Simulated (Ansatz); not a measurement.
Consider a check of PAW against all-electron LAPW of ZrNbN2, space group R-3m (Ansatz 0.2.0 through its Python package).

`paw_lapw.py`:
```python
'''PAW against all-electron LAPW for ZrNbN2.'''

import ansatz as az
from ase import Atoms
import numpy as np
import pandas as pd


def count_gap(report):
    # lowest empty less highest filled band, counting bands; zero where they overlap
    return max(report.get('gap_by_band_count_ev') or 0.0, 0.0)

atoms = Atoms(
    ['Zr', 'Nb', 'N', 'N'],
    scaled_positions=[
        (0.5, 0.5, 0.5),
        (0.0, 0.0, 0.0),
        (0.749217, 0.749217, 0.749217),
        (0.250783, 0.250783, 0.250783),
    ],
    cell=[
        (1.611601, 0.930458, 5.172703),
        (-1.611601, 0.930458, 5.172703),
        (0.0, -1.860917, 5.172703),
    ],
    pbc=True,
)
crystal = az.Crystal.from_ase(atoms)

model = (
    crystal.calculation()
    .functional(az.Functional.PBESOL)
    .occupations('Marzari-Vanderbilt', width=0.1)
    .kpoints(9, 9, 9)
    .stress()
    .forces()
    .band_table()
)
variants = {
    'PAW': model.pseudopotentials('paw'),
    'LAPW': model.pseudopotentials('all_electron', lapw=True),
}
# totals differ by the cores that each treatment holds, so compare what does not depend on them
rows = []
for label, variant in variants.items():
    report = variant.run().report
    levels = np.array(report['eigenvalues_ev'][0]) - report['fermi_energy_ev']
    print(label, 'levels at the first k-point near E_F:', np.round(levels[np.abs(levels) < 5], 3))
    rows.append((label, report['n_electrons'], np.trace(report['stress_gpa']) / 3, float(np.abs(report['forces_ev_ang']).max()), count_gap(report)))
print(pd.DataFrame(rows, columns=['treatment', 'electrons in bands', 'P GPa', 'max force component eV/A', 'gap by band count eV']).round(4).to_string(index=False))
```

How well do the two treatments of the cores agree on the pressure?

PAW gives -12.496 GPa and LAPW -12.501 GPa, 0.005 GPa apart. They took 5.3 and 101.4 s of processor time.

The run itself:

Output of `python paw_lapw.py`:
```text
DeckWarning: basis.ecutwfc = 420 eV, auto-derived from the records' recommended cutoffs: set by Zr (normal level)
PAW levels at the first k-point near E_F: [-2.896 -2.896 -2.809 -1.299 -1.299 -1.024  0.676  0.676  2.458]
LAPW levels at the first k-point near E_F: [-2.897 -2.897 -2.809 -1.3   -1.3   -1.025  0.673  0.673  2.462  2.462
  2.546  2.874]
treatment  electrons in bands    P GPa  max force component eV/A  gap by band count eV
      PAW                35.0 -12.4956                    0.1572                   0.0
     LAPW                75.0 -12.5005                    0.1606                   0.0
```
(Warnings from the package without file and line.)

What to keep in mind:
- Absolute energies stand on the zero of these potentials, so only differences at equal settings mean something. A total without «per atom» is that of the whole cell that was run.
- Spin is left out of this run.
- The computed bands are complete only to about 1.0 eV above the Fermi level.
- For a metal this k-point mesh is coarse: on a finer one energies can move by several to tens of meV an atom and pressures by half a GPa or more, differences at one mesh by less.
- A gap by band count of zero or less means overlapping bands, a metal, and at an odd count of electrons it is no gap at all.
- At these settings the cell as given stands under about -12 GPa, so it isn't at this functional's equilibrium volume.
- The structure comes from a database of computed cells and needn't be a stable or known phase.
- Gaps and levels are Kohn-Sham values on a finite set of k-points, without spin-orbit coupling.
- Pressure is positive in compression; the treatments may keep other shells as core, so totals and counts of electrons can differ.
- Run time: 110 s on 1 thread of Arm Neoverse V1, on a shared host, peak memory 1.1 GiB.
